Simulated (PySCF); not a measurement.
# SnN: from the state search to spectroscopic constants

An exercise on one series of results from a longer session: the logs are not shown, and one member is left open.

The runs use PySCF 2.14.0; Sn cc-pVTZ-PP with ECP28, N cc-pVTZ, scalar-relativistic core potentials.

Set-up of the first run:

Settings of the job:

```
atoms                         : Sn, N
charge                        : 0
basis                         : Sn cc-pVTZ-PP with ECP28, N cc-pVTZ
Hamiltonian                   : scalar-relativistic core potentials
basis functions               : 69
electrons treated             : 29
masses in u                   : 119.9022, 14.0031
levels                        : PBE0, PBE, r²SCAN, M06, r²SCANh, MN15, ωB97X, HF, MP2, SCS-MP2, CCSD, CCSD(T)
grid                          : 80 radial by 434 angular points
occupations                   : held fixed by the projection of orbital angular momentum
dissociation limit            : Sn + N, each in its ground configuration
starting distance in angstrom : 2.005
values of 2S to try           : 1, 3, 5
```

Run with:

```
$ OMP_NUM_THREADS=1 python dia.py task.json out
```

Among the steps run: Set-up; The PBE0 curve of the state that the search chose; Other states along the same grid; PBE; r²SCAN; M06 (hybrid meta-GGA); r²SCANh (hybrid meta-GGA); MN15; ωB97X (range-separated hybrid); ROHF (mean field); Correlated methods on the Hartree–Fock reference.

One table of the session follows, with a row left open; its other results are not shown here.

It belongs to the step «Constants by level of theory». 

```
       level  Re (Å)  ωe (cm⁻¹)  De (eV)
        ROHF   1.908        841    -0.72
    ROHF-MP2   1.969        700     2.51
ROHF-SCS-MP2   1.969        697     2.53
   ROHF-CCSD   1.956        723     2.04
ROHF-CCSD(T)   1.978        679     2.43
         PBE   1.977        688     3.25
      r²SCAN   1.964        678     2.64
     r²SCANh   1.962        657     2.44
        PBE0   1.955        672     2.56
         M06       ?          ?        ?
        MN15   1.942        713     2.60
       ωB97X   1.935        721     2.75
```

**Question.** Estimate the row for M06.

**Answer.** Re (Å): 1.959; ωe (cm⁻¹): 728; De (eV): 2.94. In the column «Re (Å)» it lies between ROHF-CCSD (1.956) and r²SCANh (1.962).

De is counted to Sn + N in their ground configurations.
